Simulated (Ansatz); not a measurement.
# SnH₄S: up Jacob's ladder to CCSD(T)

The task here is to estimate one member of a computed series from the others.

Method: functionals in def2-TZVPP, the program's frozen cores in correlated methods; program: Ansatz 0.2.0, Gaussian basis.

Levels to be run: LDA (SPW92), PBE-D4, revPBE-D4, BLYP-D4, r2SCAN-D4, B97M-V, PBE0-D4, B3LYP-D4, r2SCANh-D4, r2SCAN0-D4, HSE06-D4, BHLYP-D4, CAM-B3LYP-D4, LC-ωPBE, ωB97X-V, ωB97M-V, B2PLYP, PBE-QIDH; CCSD(T)/def2-SVP; CCSD(T)/def2-TZVPP; MP2/def2-QZVPP; extrapolation to the limit; RPA on PBE.

## The geometry

All runs share one geometry, relaxed beforehand with PBE0-D4 in a triple-zeta def2 set. Sn takes the def2 core potential; no spin-orbit term is included.

SMILES `[SH][SnH3]`, 6 atoms, charge 0, spin multiplicity 1.

Atoms are counted from 1 here; the program's logs count them from 0.

Bond lengths: S1–Sn2 2.406 Å, S1–H3 1.343 Å, Sn2–H4 1.706 Å, Sn2–H5 1.706 Å, Sn2–H6 1.701 Å. Angles: Sn2–S1–H3 93.9°, S1–Sn2–H4 109.4°, S1–Sn2–H5 109.5°, S1–Sn2–H6 104.7°, H4–Sn2–H5 110.2°, H4–Sn2–H6 111.5°, H5–Sn2–H6 111.4°.

The first run:

Input file in.yaml:

```yaml
crystal:
  periodic: [false, false, false]
  atoms:
    - {symbol: S, position_ang: [1.034319, -0.905293, 1.261731]}
    - {symbol: Sn, position_ang: [-0.312042, 0.456216, -0.194380]}
    - {symbol: H, position_ang: [1.136561, -1.912107, 0.378493]}
    - {symbol: H, position_ang: [-1.750608, -0.375135, -0.579504]}
    - {symbol: H, position_ang: [0.563282, 0.806696, -1.615706]}
    - {symbol: H, position_ang: [-0.629412, 1.865625, 0.703067]}
basis:
  gaussian: {orbitals: def2-TZVPP}
hamiltonian: {xc: lda}
output: {orbitals: {seedname: orbitals}}
```

Among the steps run: LDA; PBE-D4 (GGA); revPBE-D4 (GGA); BLYP-D4 (GGA); r2SCAN-D4 (meta-GGA); B97M-V (meta-GGA); PBE0-D4 (hybrid); B3LYP-D4 (hybrid); r2SCANh-D4 (hybrid); r2SCAN0-D4 (hybrid); HSE06-D4 (hybrid); BHLYP-D4 (hybrid); CAM-B3LYP-D4 (range-separated); LC-ωPBE-D4 (range-separated; the results give it without D4); ωB97X-V (range-separated); ωB97M-V (range-separated); B2PLYP (double hybrid); PBE-QIDH (double hybrid).

One table of the session follows, with a row left open; its other results are not shown here.

It belongs to the step «Orbital energies across the functionals». 

```
  functional  HOMO (eV)  gap (eV)
 LDA (SPW92)          ?         ?
      PBE-D4      -6.04      4.63
   revPBE-D4      -6.00      4.67
     BLYP-D4      -5.88      4.52
   r2SCAN-D4      -6.32      5.22
      B97M-V      -6.43      5.26
     PBE0-D4      -7.27      6.67
    B3LYP-D4      -7.02      6.16
  r2SCANh-D4      -6.77      5.96
  r2SCAN0-D4      -7.44      7.05
    HSE06-D4      -6.86      5.91
    BHLYP-D4      -8.34      8.51
CAM-B3LYP-D4      -8.58      8.86
     LC-ωPBE      -9.99     11.39
     ωB97X-V      -9.62     10.91
     ωB97M-V      -9.45     10.44
```

Q: Estimate the row for LDA (SPW92) from the others.

The run gave: HOMO (eV): -6.13; gap (eV): 4.49. In the column «HOMO (eV)» it lies between r2SCAN-D4 (-6.32) and PBE-D4 (-6.04).
